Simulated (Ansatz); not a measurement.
What does this script print? It uses Ansatz 0.2.0, Python API.

Script `alh6nsi_tae.py`:
```python
# -*- coding: utf-8 -*-
"""Atomisation energy of AlH6NSi at the given geometry."""

from collections import Counter
import logging
import sys

import ansatz
from ase import Atoms

logging.basicConfig(stream=sys.stdout, format="%(levelname)s %(message)s")
log = logging.getLogger("run")
log.setLevel(logging.INFO)


def energy(molecule, charge=0, unpaired=0):
    calc = (
        molecule.calculation()
        .basis(gaussian="cc-pVDZ")
        .functional("r2scan0")
        .accuracy("medium")
        .scf(lower_state_search="off")
    )
    if charge:
        calc = calc.charge(charge)
    if unpaired:
        calc = calc.spin("collinear", total=unpaired)
    report = calc.run(threads=1).report
    if report["published_state_doubts"]:
        print("  doubts:", report["published_state_doubts"])
    return report["free_energy_ev"]


def main():
    atoms = Atoms(["N", "Al", "Si", "H", "H", "H", "H", "H", "H"], positions=[
        (-1.4271, 1.0172, -1.1044),
        (-0.0008, 0.9499, 0.0879),
        (0.7358, -1.1536, 0.8089),
        (-1.6759, 0.0919, -1.3506),
        (-1.114, 1.4865, -2.0142),
        (0.7219, 2.3016, 0.5932),
        (2.1985, -1.3315, 0.425),
        (-0.0166, -2.1932, 0.2075),
        (0.6667, -1.215, 2.3295),
    ])
    molecule = ansatz.Crystal.molecule_from_ase(atoms)

    # unpaired electrons of the ground-state atoms
    unpaired = {"N": 3, "Al": 1, "Si": 2, "H": 1}
    counts = Counter(site.symbol for site in molecule.cartesian_sites)
    atom_energy = {s: energy(ansatz.Crystal.molecule().atom(s, (0, 0, 0)), 0, unpaired[s]) for s in counts}
    whole = energy(molecule, 0, 0)
    for s, e in atom_energy.items():
        log.info(f"{s:2s} x{counts[s]}  {e:14.5f} eV")
    log.info(f"AlH6NSi: {whole:.5f} eV")
    split = sum(counts[s] * e for s, e in atom_energy.items()) - whole
    log.info(f"atomisation energy (no zero-point term): {96.485332 * split:.1f} kJ/mol, {split / sum(counts.values()):.3f} eV an atom")


if __name__ == "__main__":
    main()
```

Output of `python alh6nsi_tae.py`:
```text
INFO N  x1     -1484.89920 eV
INFO Al x1     -6594.02386 eV
INFO Si x1     -7873.29488 eV
INFO H  x6       -13.58463 eV
INFO AlH6NSi: -16059.43723 eV
INFO atomisation energy (no zero-point term): 2480.8 kJ/mol, 2.857 eV an atom
```

2480.8 kJ/mol from the electronic energies, without the zero-point term.

Reading the output:
- These settings explore the input space; basis and method may be short of convergence.
- The geometry is a force-field or estimated start, not a minimum of this method, and the basis set is short of its limit. All parts are taken at fixed geometry, without zero-point energy.
- For Al to Cl the sets with a tight d function, cc-pV(X+d)Z, are usual.
- It ran for 8.5 s on 1 thread of Arm Neoverse N1 (shared host), peak memory 0.2 GiB.
